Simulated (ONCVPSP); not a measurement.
# An ONCV potential for tungsten, from input to tests

Aim: build the potential from the settings below, then test how well it stands in for the atom: other configurations, scattering, ghost states and the plane-wave cutoff that it needs.

The numbers are computed with ONCVPSP 4.0.1 (PBE, scalar-relativistic, spin-unpolarised reference atom).

**1. Starting point**

Typed settings, in words:

* element: tungsten (W, Z = 74)
* type: optimised norm-conserving Vanderbilt (ONCV)
* frozen core: [Kr] 4d10 4f14
* valence charge: 14
* reference configuration: 5s2 5p6 5d4 6s2
* partial waves: 5s+6s: rc 1.75 bohr, ncon 3, nbas 8, qcut 9 1/bohr, 3 projectors, debl 3.8 Ha; 5p: rc 1.25 bohr, ncon 5, nbas 10, qcut 5.6 1/bohr, 2 projectors, debl 3 Ha; 5d: rc 2.75 bohr, ncon 4, nbas 9, qcut 5 1/bohr, 1 projector
* local potential: polynomial inside 0.95 bohr (lpopt 5, dvloc0 6 Ha)
* core correction: Teter function, fcfact 2, rcfact 1.4

An earlier all-electron run gives the scale for the radii.

All-electron outer shells of the reference configuration (PBE, scalar-relativistic, ld1.x):

```
shell  level (eV)  outermost node (bohr)  outermost maximum (bohr)
   5s      -79.07                   0.53                      0.96
   5p      -43.20                   0.57                      1.09
   4f      -33.21                      –                      0.43
   6s       -5.71                   1.28                      2.67
   5d       -4.48                   0.63                      1.49
   6p       -1.36                   1.54                      3.75
```

**2. The generation run**

W.dat

```
# ATOM AND REFERENCE CONFIGURATION
# atsym  z   nc   nv     iexc    psfile
  W 74.00   10    4        4      upf
#
#   n    l    f
    1    0    2.00
    2    0    2.00
    2    1    6.00
    3    0    2.00
    3    1    6.00
    3    2   10.00
    4    0    2.00
    4    1    6.00
    4    2   10.00
    4    3   14.00
    5    0    2.00
    5    1    6.00
    5    2    4.00
    6    0    2.00
#
# PSEUDOPOTENTIAL AND OPTIMIZATION
# lmax
    2
#
#   l,   rc,      ep,       ncon, nbas, qcut
    0    1.75    0.00    3    8    9.00
    1    1.25    0.00    5   10    5.60
    2    2.75    0.00    4    9    5.00
#
# LOCAL POTENTIAL
# lloc, lpopt,  rc(5),   dvloc0
    4    5    0.95    6.00
#
# VANDERBILT-KLEINMAN-BYLANDER PROJECTORs
# l, nproj, debl
    0    3    3.80
    1    2    3.00
    2    1    3.70
#
# MODEL CORE CHARGE
# icmod, fcfact, rcfact
    3    2.00    1.40
#
# LOG DERIVATIVE ANALYSIS
# epsh1, epsh2, depsh
   -4.00    5.00    0.02
#
# OUTPUT GRID
# rlmax, drl
    6.00    0.01
#
# TEST CONFIGURATIONS
# ncnf
    4
# nvcnf
#   n    l    f
    4
    5    0    2.00
    5    1    6.00
    5    2    4.00
    6    0    1.00
#
    4
    5    0    2.00
    5    1    6.00
    5    2    4.00
    6    0    0.00
#
    4
    5    0    2.00
    5    1    6.00
    5    2    3.00
    6    0    0.00
#
    4
    5    0    2.00
    5    1    6.00
    5    2    3.00
    6    0    2.00
#
```

Started as:

```
$ oncvpsp.x < W.dat > W.out
```

Q: Predict the outcome of this session. Wanted: cutoffs for 1 and 0.1 mHa per electron, occupied waves; bound ghosts; GHOST(+) flags; largest test error; largest phase difference near zero energy, channels read; rms error of d²Exc/dn², without and with the model core.

The runs gave:

```
                                                quantity                         value
  cutoffs for 1 and 0.1 mHa per electron, occupied waves             183 Ha and 216 Ha
                                            bound ghosts                    none found
                                          GHOST(+) flags      s at 174 eV, p at 332 eV
                            largest test error (AE − PS)  -24 meV, for 5s2 5p6 5d3 6s0
largest phase difference near zero energy, channels read                     0.011 rad
 rms error of d²Exc/dn², without and with the model core             6.27 and 2.14 mHa
```

What this shows: By total energies transferability is good: the largest error is 24 meV on 49.9 eV, for 5s2 5p6 5d3 6s0. It counts as very hard, with 183 Ha needed at the looser tolerance. The 5p wave sets it; 5s needs 25 Ha. The program's ghost test flags no bound state. Near zero energy the phases of the channels with partial waves agree within 0.011 rad. The program also flags highly localised states, GHOST(+) (s, p). Note that the frozen 4f shell (-33 eV) lies no deeper than the valence 5s shell (-79 eV).
